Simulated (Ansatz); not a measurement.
**CoF+ (quartet): the correlation ladder, def2-QZVPP**

One table from this session's results is given with a row withheld; the runs are named, their logs left out.

Program: Ansatz 0.2.0, Gaussian basis. Level of theory: def2-QZVPP, core rule «outside noble gas», up to 10 orbitals frozen. These are calculated values, not measurements.

The runs, in order: UHF; ROHF; CCSD(T) on UHF.

2 further runs of the same task are left out: 2 set aside as unsound or not needed.

**The geometry**

The geometry is a PBE0/def2-TZVP stationary point (not a proven minimum) of the parent state, kept for this charge and spin.

2 atoms, charge 1, spin multiplicity 4.

Atoms are counted from 1 here; the program's logs count them from 0.

Bond lengths: Co1–F2 1.746 Å.

The first run:

Contents of in.yaml:

```yaml
crystal:
  periodic: [false, false, false]
  atoms:
    - {symbol: Co, position_ang: [0.000000, 0.000000, 0.000000]}
    - {symbol: F, position_ang: [0.000000, 0.000000, 1.746400]}
basis:
  gaussian: {orbitals: "def2-QZVPP.json"}
total_charge: 1
magnetization: {spin_polarized: true, initial_magnetization: 3}
hamiltonian: {xc: hf}
output: {orbitals: {seedname: orbitals}}
```

Launch:

```sh
ansatz run in.yaml --threads 1 --pin off --events-out ev --progress --plain --max-ram 4096MiB --backend cpu
```

Among the steps run: UHF; ROHF; CCSD(T) on UHF.

One table of the session follows, with a row left open; its other results are not shown here.

| method | from UCCSD(T) (meV) |
| --- | --- |
| ROHF | +14784.5 |
| UHF | +14545.4 |
| UMP2 | ? |
| UCCSD | +501.3 |
| UCCSD(T) | 0 |

Estimate the missing values for UMP2.

The run gave: from UCCSD(T) (meV): +375.0. In the column «from UCCSD(T) (meV)» it lies between UCCSD(T) (0) and UCCSD (+501.3).
